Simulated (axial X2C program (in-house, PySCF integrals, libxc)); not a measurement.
# GaS: EOM-EA-CCSD levels

Aim: EOM-EA-CCSD levels of GaS, with spin–orbit coupling in the Hamiltonian from the start.

Computed with an in-house X2C program for linear molecules on PySCF integrals. Level: two-component X2C with atomic mean-field terms, Ga dyall-acv3z, S dyall-av3z.

All values are calculated.

## 1. Input

File task.json:

```json
{"zs": [31, 16], "q": 0, "bas": ["dyall-acv3z", "dyall-av3z"], "r0": 2.11, "eom": "ea", "thr": -2.0, "nmax": 92, "grid": [1, 0.96, 1.045, 0.92, 1.09, 1.15]}
```

Keys: zs atomic numbers; q charge; bas basis sets; r0 starting distance in Å; eom kind of EOM run; thr threshold in hartree for freezing inner shells (an s shell follows its p shell); nmax most natural virtual spinors; grid distances as factors.

Launch:

```console
> python soeom.py task.json out
```

After this run come: EOM-EA-CCSD at 2.074 Å.

Before running it: what results should come out? Wanted: next root led by one particle; T1 of the reference.

The runs gave:

```
                     quantity                             value
       lowest root at 2.074 Å                 Ω = 1/2, 9.512 eV
next root led by one particle  Ω = 1/2, about 32030 cm⁻¹ higher
          T1 of the reference                             0.026
```

What this shows: The added electron is bound by 9.51 eV in a spinor of 39% Ga pσ, 36% S pσ, 19% Ga sσ. Errors of 0.1 to 0.3 eV are usual at this size, and roots led by higher excitations are left out, so the list is incomplete, and low states of that kind can be missing. T1 or the largest double amplitude of the reference is raised, which lowers the reliability.
